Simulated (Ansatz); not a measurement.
Debugging Fermi-surface readings of Na3Ga, space group Pm-3m (Ansatz's Python interface).

The script, `run_fermi.py`:
```python
# -*- coding: utf-8 -*-
import ansatz as az

SETTINGS = {
    "cutoff": 470,
    "occupations": "Fermi-Dirac",
    "width_ev": 0.1,
    "max_scf": 60,
}

system = (
    az.Lattice.from_parameters(4.831935, 4.831935, 4.831935, alpha=90.0, beta=90.0, gamma=90.0)
    .atom("Na", (0.5, 0.0, 0.5))
    .atom("Na", (0.0, 0.5, 0.5))
    .atom("Na", (0.5, 0.5, 0.0))
    .atom("Ga", (0.62417386, 0.0, 0.5))
)

setup = (
    system.calculation()
    .basis(SETTINGS["cutoff"])
    .occupations(SETTINGS["occupations"], width=SETTINGS["width_ev"])
    .functional(az.Functional.PBESOL)
    .kpoints(5)
    .scf(max_iterations=SETTINGS["max_scf"])
    .eigenstates(nscf_kmesh=(6, 6, 6), level_slopes=True)
)
surface = setup.run(threads=1).fermi_surface().to_plain()
for way, reading in surface.items():
    if reading:
        rho_lambda = [f"{v:.3e}" for v in reading["resistivity_times_mean_free_path_ohm_m2"]]
        print(f"{way:24s} area {reading['spin_summed_area_per_ang2']:8.3f} 1/A^2  rho*lambda (ohm m^2) {rho_lambda}")
```

```console
$ python run_fermi.py
by_tetrahedra            area   12.587 1/A^2  rho*lambda (ohm m^2) ['3.043e-15', '2.030e-15', '2.416e-15']
by_slopes                area   14.053 1/A^2  rho*lambda (ohm m^2) ['2.086e-15', '2.714e-15', '1.882e-15']
Traceback (most recent call last):
  File "run_fermi.py", line 31, in <module>
    rho_lambda = [f"{v:.3e}" for v in reading["resistivity_times_mean_free_path_ohm_m2"]]
                                      ~~~~~~~^^^^^^^^^^^^^^^^^^^^^^^^^^^^^^^^^^^^^^^^^^^
KeyError: 'resistivity_times_mean_free_path_ohm_m2'
```

Find the fault and give the corrected script.

The fault: two atoms almost overlap. The change:

```diff
--- before
+++ after
@@ -15,3 +15,3 @@
     .atom("Na", (0.5, 0.5, 0.0))
-    .atom("Ga", (0.62417386, 0.0, 0.5))
+    .atom("Ga", (0.0, 0.0, 0.0))
 )
```

The mended script runs so:

```console
$ python run_fermi.py
by_tetrahedra            area   16.547 1/A^2  rho*lambda (ohm m^2) ['1.848e-15', '1.848e-15', '1.848e-15']
by_slopes                area   18.550 1/A^2  rho*lambda (ohm m^2) ['1.648e-15', '1.648e-15', '1.648e-15']
on_every_second_point    area   11.220 1/A^2  rho*lambda (ohm m^2) ['2.725e-15', '2.725e-15', '2.725e-15']
```

Caveats:
- The mesh is modest for a metal, so energies can be off by several to tens of meV an atom and pressures by half a GPa or more; differences at equal mesh fare better.
- The structure comes from a database of computed cells and needn't be a stable or known phase.
- The three readings differ by the mesh error.
- Run time: 3.7 s on 1 thread of Arm Neoverse V2, on a shared host, peak memory 0.39 GiB.

(A comment or docstring line of the script was reworded after the run, the code is as it ran; lines on the test bed's own set-up are left out of the output.)
